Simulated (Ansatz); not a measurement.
## GeH6S2Si, SMILES [SiH3][S][GeH2][SH]: an atomisation energy

Run with Ansatz 0.2.0 through its Python package.

`geh6s2si_tae.py`
```python
"""Energy to split GeH6S2Si into its atoms."""

from collections import Counter

import ansatz as az
from ase import Atoms


def energy_of(molecule, charge=0, unpaired=0):
    calc = molecule.calculation().basis(gaussian="6-31G*").functional("hf")
    if charge:
        calc = calc.charge(charge)
    if unpaired:
        calc = calc.spin("collinear", total=unpaired)
    report = calc.run(threads=1, backend="cpu").report
    if report["published_state_doubts"]:
        print("  doubts:", report["published_state_doubts"])
    return report["free_energy_ev"]


def main() -> None:
    atoms = Atoms(["Si", "S", "Ge", "S", "H", "H", "H", "H", "H", "H"], positions=[
        [1.4775, 0.0049, 0.8469],
        [0.4112, -1.7285, 0.1588],
        [-1.3967, -0.5512, -0.3803],
        [-1.0291, 0.6053, -2.2415],
        [1.7613, 0.8984, -0.2851],
        [2.7505, -0.4184, 1.4487],
        [0.6799, 0.7153, 1.8578],
        [-1.7796, 0.4119, 0.7728],
        [-2.5728, -1.5304, -0.6256],
        [-0.3021, 1.5927, -1.5525],
    ])
    molecule = az.Crystal.molecule_from_ase(atoms)

    # Hund ground states
    unpaired = {"Si": 2, "S": 2, "Ge": 2, "H": 1}
    counts = Counter(site.symbol for site in molecule.cartesian_sites)
    atom_energy = {s: energy_of(az.Crystal.molecule().atom(s, (0, 0, 0)), 0, unpaired[s]) for s in counts}
    whole = energy_of(molecule, 0, 0)
    for s, e in atom_energy.items():
        print(f"{s:2s} x{counts[s]}  {e:14.5f} eV")
    print(f"GeH6S2Si: {whole:.5f} eV")
    split = sum(counts[s] * e for s, e in atom_energy.items()) - whole
    print(f"atomisation energy (no zero-point term): {23.060548 * split:.1f} kcal/mol, {split / sum(counts.values()):.3f} eV an atom")


if __name__ == "__main__":
    main()
```

```console
$ python geh6s2si_tae.py
Si x1     -7859.51328 eV
S  x2    -10815.87180 eV
Ge x1    -56464.65567 eV
H  x6       -13.55761 eV
GeH6S2Si: -86057.82808 eV
atomisation energy (no zero-point term): 474.4 kcal/mol, 2.057 eV an atom
```

474.4 kcal/mol from the electronic energies, without the zero-point term.

Total energies depend on the basis set; only differences at equal settings carry meaning. The geometry is a force-field or estimated start, not a minimum of this method, and the basis set is short of its limit. All parts are taken at fixed geometry, without zero-point energy. Hartree-Fock leaves correlation out, so bond, atomisation and ionisation energies come out well too low. Wall time of the script: 2.5 s on 1 thread of Arm Neoverse V2 (shared host), peak memory 0.29 GiB.

(Lines on the test bed's own set-up are left out of the output.)
